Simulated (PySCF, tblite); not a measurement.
**C5H11BOS: geometry, infrared bands and NMR shifts**

Wanted: the infrared bands and NMR shifts of C5H11BOS (`CCB1OCCCS1`), by calculation.

Computed with tblite 0.8.0 and PySCF 2.14.0, with density-fitted response routines of our own, on a single molecule in the gas phase. Atoms count from 0, in the outputs and in this text.

## Step 1: Starting geometry

19 atoms, charge 0, multiplicity 1; geometry from: force field or distance geometry start.

Bonds of the start (Å): C0–C1 1.50, C1–B2 1.60, B2–O3 1.48, O3–C4 1.40, C4–C5 1.50, C5–C6 1.54, C6–S7 1.84, S7–B2 1.90, C0–H8 1.11, C0–H9 1.10, C0–H10 1.11, C1–H11 1.13, C1–H12 1.10, C4–H13 1.12, C4–H14 1.13, C5–H15 1.11, C5–H16 1.12, C6–H17 1.10, C6–H18 1.08.

## Step 2: Geometry optimisation with GFN2-xTB

Job settings and geometry (Å):

```
{"job": {"kind": "relax", "xc": "GFN2-xTB", "basis": "xTB"}, "charge": 0, "multiplicity": 1}
C      2.863400     0.543400    -0.623800
C      1.928800    -0.569700    -0.241600
B      0.691200    -0.079500     0.638200
O     -0.247100    -1.189400     0.900500
C     -1.174300    -1.066600    -0.140500
C     -2.362800    -0.219100     0.225400
C     -2.027200     1.281900     0.224500
S     -0.205900     1.516300     0.139700
H      2.580100     0.997800    -1.590500
H      3.003800     1.270600     0.190100
H      3.848100     0.064900    -0.807500
H      2.465000    -1.359600     0.364200
H      1.532100    -1.104700    -1.123200
H     -1.453400    -2.060800    -0.565400
H     -0.678500    -0.532500    -1.001200
H     -3.205000    -0.412100    -0.467400
H     -2.628500    -0.532800     1.268700
H     -2.373600     1.686500     1.190400
H     -2.566100     1.774600    -0.573000
```

Launch:

```
$ OMP_NUM_THREADS=1 python probes_run.py task.json out
```

This one command runs all jobs of the session in turn.

**Question.** This job is followed by: GFN2-xTB harmonic vibrations, gas phase; GIAO PBE0/pcSseg-1 NMR shielding, non-relativistic, gas phase. What will the session give for the following? strongest single infrared mode (GFN2-xTB); zero-point energy (GFN2-xTB); ¹³C shifts against TMS (PBE0/pcSseg-1); ¹H shifts against TMS (PBE0/pcSseg-1, means over atoms taken as alike); ¹¹B shifts against BF3·OEt2 (PBE0/pcSseg-1); ¹⁷O shifts against H2O (PBE0/pcSseg-1); ³³S shifts against CS2 (PBE0/pcSseg-1); surface potential, 1st and 99th percentile.

As calculated:

```
                                                              quantity                             value
                             strongest single infrared mode (GFN2-xTB)             1268 cm⁻¹, 157 km/mol
                                          zero-point energy (GFN2-xTB)                     99.1 kcal/mol
                                ¹³C shifts against TMS (PBE0/pcSseg-1)  68.2, 31.0, 29.5, 17.9, 11.3 ppm
¹H shifts against TMS (PBE0/pcSseg-1, means over atoms taken as alike)  4.33, 2.73, 1.82, 0.97, 0.95 ppm
                           ¹¹B shifts against BF3·OEt2 (PBE0/pcSseg-1)                          44.4 ppm
                                ¹⁷O shifts against H2O (PBE0/pcSseg-1)                         170.2 ppm
                                ³³S shifts against CS2 (PBE0/pcSseg-1)                           -29 ppm
                                 surface potential, 1st and 99th percentile                -1.11 V and 1.00 V
```

Over 101 steps the energy fell by 2.033 eV; of the close pairs, B2–O3 changed most, 1.477 to 1.333 Å. No mode is imaginary among the 51: a minimum at this level. The strongest single mode, at 1268 cm⁻¹, has its largest shares on B2, O3, H17 and H18 (the list is cut at 4 atoms). Unscaled tight-binding wavenumbers are off by several per cent, some by more. Its intensities can rank the bands wrongly. C4 (sp3 CH2 bonded to O) lies farthest downfield among carbon, at 68.2 ppm; pulled downfield by the heteroatom. The most deshielded hydrogen is H13, H14 (mean) (hydrogen on an sp3 CH2 bonded to O), at 4.33 ppm: its carbon carries O, an electronegative neighbour. At PBE0/pcSseg-1: The largest span, 352 ppm, is at O3, where the paramagnetic term is -228 ppm.
